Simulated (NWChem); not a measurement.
# Si2NH6Cl (SMILES N[SiH]([SiH3])Cl): HF/6-31G(d) (spherical functions)

What is the adiabatic ionisation energy of Si2NH6Cl at HF/6-31G* (spherical functions)? 

The calculation is run with NWChem 7.3.0.

### Step 1. The system as given

Si2NH6Cl has 10 atoms, charge 0, and is taken as a singlet. As SMILES, `N[SiH]([SiH3])Cl`. Geometry: relaxed at PBE0-D4/def2-TZVP. This is one conformer, not always the lowest. The run starts from this shape.

Bond lengths: N1–Si2 1.706 Å, Si2–Si3 2.336 Å, Si2–Cl4 2.083 Å, N1–H5 1.008 Å, N1–H6 1.008 Å, Si2–H7 1.482 Å, Si3–H8 1.486 Å, Si3–H9 1.489 Å, Si3–H10 1.488 Å. Some angles: N1–Si2–Si3 109.4°, N1–Si2–Cl4 114.5°, Si3–Si2–Cl4 106.1°, N1–Si2–H7 107.1°, Si3–Si2–H7 114.7°, Cl4–Si2–H7 105.1°, Si2–N1–H5 120.5°, Si2–N1–H6 120.3°, Si2–Si3–H8 110.2°, Si2–Si3–H9 108.8°.

### Step 2. A structure relaxation at HF/6-31G(d) (spherical functions)

Contents of run.nw:

```
start run
title "ClH6NSi2 hf"
memory 2200 mb

geometry
 N     -0.500400     1.640400    -0.476600
 Si    -0.088700     0.024400    -0.834700
 Si     0.678000    -1.030800     1.103600
 Cl    -1.669600    -1.135800    -1.538400
 H     -1.066800     1.857300     0.327900
 H     -0.657600     2.302300    -1.220500
 H      0.889100     0.060000    -1.948200
 H      0.872200    -2.482600     0.855100
 H     -0.336100    -0.853800     2.179500
 H      1.962900    -0.432600     1.555400
end

basis spherical bse
 * library 6-31G*
end

scf
 singlet
 rhf
 thresh 1e-07
 maxiter 80
 print low
end

driver
 maxiter 60
end

freq
 temp 3 298.15 600 900
end

task scf optimize
task scf frequencies
```

Started as:

```
$ nwchem run.nw > run.out
```

Log:

```text
[...]
  functions       =    80
[...]
  wavefunction    = RHF
[...]
         Total SCF energy =  -1095.323603794327
[...]
@    0   -1095.32360379  0.0D+00  0.00830  0.00265  0.00000  0.00000     18.4
[...]
         Total SCF energy =  -1095.324030593007
[...]
@    1   -1095.32403059 -4.3D-04  0.00372  0.00119  0.01188  0.02786     34.1
[...]
@    4   -1095.32416601 -1.4D-06  0.00014  0.00004  0.00264  0.00685    104.5
[...]
         Total SCF energy =  -1095.324166588116
[...]
@    5   -1095.32416659 -5.8D-07  0.00021  0.00004  0.00202  0.00568    126.1
[...]
         Total SCF energy =  -1095.324166721780
[...]
         Total SCF energy =  -1095.324166723726
[...]
                         RHF ENERGY GRADIENTS
    atom               coordinates                        gradient
                 x          y          z           x          y          z
   1 N       3.753378  -0.289170  -0.658413    0.000035   0.000012   0.000129
   2 Si      0.868566  -0.239198   0.807025   -0.000006  -0.000027  -0.000040
   3 Si     -1.282736   3.505611  -0.187473    0.000006  -0.000040   0.000015
   4 Cl     -1.476234  -3.265669  -0.234670    0.000014   0.000015   0.000016
   5 H       3.921286   0.136494  -2.489664   -0.000013  -0.000007  -0.000079
   6 H       5.066336  -1.540772  -0.133329   -0.000049   0.000012  -0.000018
   7 H       1.311519  -0.603191   3.522550    0.000006   0.000008  -0.000011
   8 H      -3.882056   3.429837   0.816849    0.000013   0.000003  -0.000018
   9 H      -1.375676   3.824482  -2.960674   -0.000005   0.000021   0.000006
  10 H       0.066017   5.683683   0.922147   -0.000001   0.000002   0.000001
[...]
@    6   -1095.32416672 -1.4D-07  0.00007  0.00002  0.00070  0.00165    145.3
[...]
      Optimization converged
[...]
@    6   -1095.32416672 -1.4D-07  0.00007  0.00002  0.00070  0.00165    145.3
[...]
         Total SCF energy =  -1095.324166723727
      One-electron energy =  -2059.895588512310
      Two-electron energy =    691.520836649601
 Nuclear repulsion energy =    273.050585138982
        Time for solution =      0.8s
[...]
 Zero-Point correction to Energy  =   41.759 kcal/mol  (  0.066548 au)
 Thermal correction to Energy     =   66.771 kcal/mol  (  0.106406 au)
 Thermal correction to Enthalpy   =   68.559 kcal/mol  (  0.109255 au)
 Total Entropy                    =  121.586 cal/mol-K
   - Translational                =   45.497 cal/mol-K (mol. weight = 110.9727)
   - Rotational                   =   30.880 cal/mol-K (symmetry #  =        1)
   - Vibrational                  =   45.209 cal/mol-K
 Cv (constant volume heat capacity) =   40.717 cal/mol-K
   - Translational                  =    2.979 cal/mol-K
   - Rotational                     =    2.979 cal/mol-K
   - Vibrational                    =   34.758 cal/mol-K
[...]
```

It took 3 min on 1 thread of AMD EPYC 9R45 (Zen 5), shared host; peak memory 0.15 GiB.

Step by step:

| step | energy from the first frame kept (eV) |
| --- | --- |
| 0 | 0.0000 |
| 1 | -0.0116 |
| 2 | -0.0149 |
| 3 | -0.0153 |
| 4 | -0.0153 |
| 5 | -0.0153 |
| 6 | -0.0153 |

After the run. Bond lengths: N1–Si2 1.712 Å, Si2–Si3 2.345 Å, Si2–Cl4 2.100 Å, N1–H5 0.999 Å, N1–H6 0.999 Å, Si2–H7 1.469 Å, Si3–H8 1.475 Å, Si3–H9 1.478 Å, Si3–H10 1.477 Å. Some angles: N1–Si2–Si3 110.1°, N1–Si2–Cl4 113.3°, Si3–Si2–Cl4 107.4°, N1–Si2–H7 107.4°, Si3–Si2–H7 114.1°, Cl4–Si2–H7 104.5°, Si2–N1–H5 121.0°, Si2–N1–H6 120.3°, Si2–Si3–H8 110.4°, Si2–Si3–H9 109.6°.

### Step 3. The doublet cation: a geometry optimisation at UHF/6-31G(d) (spherical functions)

Contents of clh6nsi2.nw:

```
start clh6nsi2
memory total 2200 mb
charge 1
geometry units atomic noautosym
   N   -0.94561895   3.09990673  -0.90064347
   Si  -0.16761871   0.04610932  -1.57735440
   Si   1.28123431  -1.94792969   2.08550175
   Cl  -3.15508674  -2.14635093  -2.90715467
   H   -2.01595983   3.50978833   0.61964120
   H   -1.24268390   4.35071646  -2.30641074
   H    1.68015550   0.11338357  -3.68156444
   H    1.64821913  -4.69143408   1.61590481
   H   -0.63513695  -1.61344817   4.11865809
   H    3.70934341  -0.81749552   2.93928001
end
basis spherical bse
   N library 6-31G*
   Si library 6-31G*
   Cl library 6-31G*
   H library 6-31G*
end
scf
   nopen 1
   uhf
   thresh 1e-07
   maxiter 80
   print low
end
driver
   maxiter 60
end
freq
   temp 2 298.15 500
end
task scf optimize
task scf frequencies
```

Started as:

```
$ nwchem clh6nsi2.nw > clh6nsi2.out
```

Log, cut to the lines that bear on the results:

```text
[...]
  functions       =    80
[...]
  wavefunction    = UHF
[...]
         Total SCF energy =  -1094.963219584490
[...]
@    0   -1094.96321958  0.0D+00  0.04366  0.01075  0.00000  0.00000     34.3
[...]
         Total SCF energy =  -1094.984792785779
[...]
@    1   -1095.00024817 -3.7D-02  0.02438  0.00689  0.22802  0.41660     84.7
[...]
@   17   -1095.01590645 -7.0D-07  0.00008  0.00003  0.00439  0.01131    670.3
[...]
         Total SCF energy =  -1095.015906598962
[...]
@   18   -1095.01590660 -1.5D-07  0.00005  0.00001  0.00102  0.00330    698.1
[...]
         Total SCF energy =  -1095.015906620443
      One electron energy =  -2044.321934082906
      Two electron energy =    677.840999190299
 Nuclear repulsion energy =    271.465028272164
                       Sz =      0.5000
                 Sz(Sz+1) =      0.7500
                      S^2 =      0.7612
[...]
         Total SCF energy =  -1095.015906620443
[...]
                         UHF ENERGY GRADIENTS
    atom               coordinates                        gradient
                 x          y          z           x          y          z
   1 N      -0.452284   3.685343  -0.210938   -0.000004  -0.000007   0.000002
   2 Si      0.215941   0.742375  -1.100079    0.000001   0.000001   0.000006
   3 Si      2.167762  -1.293490   3.052501   -0.000004  -0.000016  -0.000006
   4 Cl     -2.770420  -1.505658  -1.688948    0.000003   0.000009   0.000001
   5 H      -2.122744   4.228414   0.495836    0.000011  -0.000004  -0.000009
   6 H       0.795943   5.105382  -0.320260   -0.000008   0.000010   0.000001
   7 H       2.380206   0.420766  -2.768512   -0.000000  -0.000002   0.000004
   8 H       2.727920  -3.824497   2.103874    0.000000  -0.000001   0.000002
   9 H       0.051364  -1.047167   4.803598   -0.000001   0.000001   0.000004
  10 H       4.321994   0.385328   3.450263    0.000002   0.000009  -0.000005
[...]
@   19   -1095.01590662 -2.1D-08  0.00001  0.00000  0.00028  0.00081    714.1
[...]
      Optimization converged
[...]
@   19   -1095.01590662 -2.1D-08  0.00001  0.00000  0.00028  0.00081    714.1
[...]
         Total SCF energy =  -1095.015906620443
[...]
```

Wall time 13 min (1 thread of AMD EPYC 9R45 (Zen 5), shared host); peak memory 0.17 GiB.

The path in brief:

| step | energy from the first frame kept (eV) |
| --- | --- |
| 0 | 0.0000 |
| 1 | -1.0076 |
| 2 | -1.1245 |
| 3 | -1.2033 |
| 4 | -1.2426 |
| 5 | -1.2936 |
| 6 | -1.3514 |
| 7 | -1.3896 |
| 8 | -1.4135 |
| 9 | -1.4261 |
| 10 | -1.4306 |
| 11 | -1.4326 |
| 12 | -1.4332 |
| 13 | -1.4335 |
| 14 | -1.4336 |
| 15 | -1.4336 |
| 16 | -1.4337 |
| 17 | -1.4337 |
| 18 | -1.4337 |
| 19 | -1.4337 |

After the run. Bond lengths: N1–Si2 1.665 Å, Si2–Si3 2.656 Å, Si2–Cl4 2.002 Å, N1–H5 1.002 Å, N1–H6 1.002 Å, Si2–H7 1.456 Å, Si3–H8 1.461 Å, Si3–H9 1.459 Å, Si3–H10 1.461 Å. Some angles: N1–Si2–Si3 103.2°, N1–Si2–Cl4 115.6°, Si3–Si2–Cl4 101.2°, N1–Si2–H7 116.6°, Si3–Si2–H7 98.5°, Cl4–Si2–H7 117.2°, Si2–N1–H5 124.1°, Si2–N1–H6 123.0°, Si2–Si3–H8 99.6°, Si2–Si3–H9 101.0°.

### Step 4. Results

At HF/6-31G* (spherical functions):

```
                                                               quantity           value
                              run 1, HF/6-31G*: total energy at the end  -1095.32417 Eh
                           run 1, HF/6-31G*: lowest harmonic wavenumber         93 cm⁻¹
                          run 1, HF/6-31G*: highest harmonic wavenumber       3874 cm⁻¹
                                    run 1, HF/6-31G*: zero-point energy    174.7 kJ/mol
                                doublet cation: total energy at the end  -1095.01591 Eh
                                                   doublet cation: ⟨S²⟩           0.761
                             doublet cation: lowest harmonic wavenumber         96 cm⁻¹
                            doublet cation: highest harmonic wavenumber       3855 cm⁻¹
                                      doublet cation: zero-point energy    173.0 kJ/mol
adiabatic ionisation energy (to the doublet cation, no zero-point term)        8.388 eV
```

The adiabatic ionisation energy (to the doublet cation, no zero-point term) is 8.39 eV (809 kJ/mol). All 24 modes (run 1, HF/6-31G*) are real, so the shape is a minimum at this level. The optimisation (run 1, HF/6-31G*) took 7 steps and changed the energy by -0.015 eV. All 24 modes (doublet cation) are real, so the shape is a minimum at this level. The optimisation (doublet cation) took 20 steps and changed the energy by -1.434 eV.
